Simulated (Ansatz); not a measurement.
# In2O3: the cost of one run

Method: DFT LDA, scalar-relativistic, plane waves, PAW, in Ansatz 0.2.0.

1 further run of the same task is left out (set aside as unsound or not needed). Runs told in other sessions of the task aren't counted.

## (1) The starting structure

The structure is trigonal, space group R-3c (No. 167). Conventional cell: a = 5.462 Å, b = 5.462 Å, c = 14.372 Å, α = 90.00°, β = 90.00°, γ = 120.00°. In (site symmetry 3) is surrounded by 6 O at 2.11 to 2.24 Å. Around O (site symmetry 2) lie 4 In at 2.11 to 2.24 Å.

As a file:

```xyz
10
Lattice="2.7309 1.5767 4.7907 -2.7309 1.5767 4.7907 0.0000 -3.1534 4.7907" Properties=species:S:1:pos:R:3 pbc="T T T"
In    0.0000    0.0000    5.1406
In    0.0000    0.0000    2.0455
In    0.0000    0.0000    9.2315
In    0.0000    0.0000   12.3267
O    -1.1168    1.5767    8.3838
O    -0.8071   -1.7555    8.3838
O     1.9238    0.1788    8.3838
O     1.1168   -1.5767    5.9884
O     0.8071    1.7555    5.9884
O    -1.9238   -0.1788    5.9884
```

It is the result of an earlier relaxation at this level (volume 12.38 Å³/atom; gap on the mesh: 1.29 eV).

## (2) Static run: bands, density of states and charges

input.yaml

```yaml
crystal:
  lattice:
    - [2.730892627, 1.5766815933, 4.7907162587]
    - [-2.730892627, 1.5766815933, 4.7907162587]
    - [0.0, -3.1533631867, 4.7907162587]
  atoms:
    - { symbol: In, position: [0.3576778375, 0.3576778375, 0.3576778375] }
    - { symbol: In, position: [0.1423221625, 0.1423221625, 0.1423221625] }
    - { symbol: In, position: [0.6423221625, 0.6423221625, 0.6423221625] }
    - { symbol: In, position: [0.8576778375, 0.8576778375, 0.8576778375] }
    - { symbol: O, position: [0.5455327439, 0.9544672561, 0.25] }
    - { symbol: O, position: [0.25, 0.5455327439, 0.9544672561] }
    - { symbol: O, position: [0.9544672561, 0.25, 0.5455327439] }
    - { symbol: O, position: [0.4544672561, 0.0455327439, 0.75] }
    - { symbol: O, position: [0.75, 0.4544672561, 0.0455327439] }
    - { symbol: O, position: [0.0455327439, 0.75, 0.4544672561] }
basis:
  ecutwfc: 420
kpoints:
  mp_grid: { grid: [6, 6, 6] }
  band_path:
    path:
      - [[0.0, 0.0, 0.0], [0.5, 0.5, 0.5], [0.76112358, 0.23887642, 0.5]]
      - [[0.5, -0.23887642, 0.23887642], [0.5, 0.0, 0.0], [0.0, 0.0, 0.0], [0.36943821, -0.36943821, 0.0]]
      - [[0.63056179, 0.0, 0.36943821], [0.5, 0.0, 0.5], [0.0, 0.0, 0.0]]
    npoints: 14
hamiltonian:
  xc: lda
scf:
  occupations: { method: gaussian, width: 0.02 }
  n_extra_bands: 25
output:
  forces: true
  stress: true
  eigenvalues: true
  populations: true
  dos: { projected: true, de: 0.02, nscf_kmesh: { grid: [9, 9, 9] } }
  bader: true
  write_density: true
  write_potential: true
  elf: true
  volumetric_format: npy
```

Command:

```console
$ ansatz run input.yaml --threads 2 --pin off --max-ram 5120MiB --backend cpu --events-out ev --progress --plain --runs-dir out
```

**Question.** How long does this run take on 2 threads of Arm Neoverse V1, shared host, and how much memory does it need?

About 96 s, with a peak of 0.72 GiB.
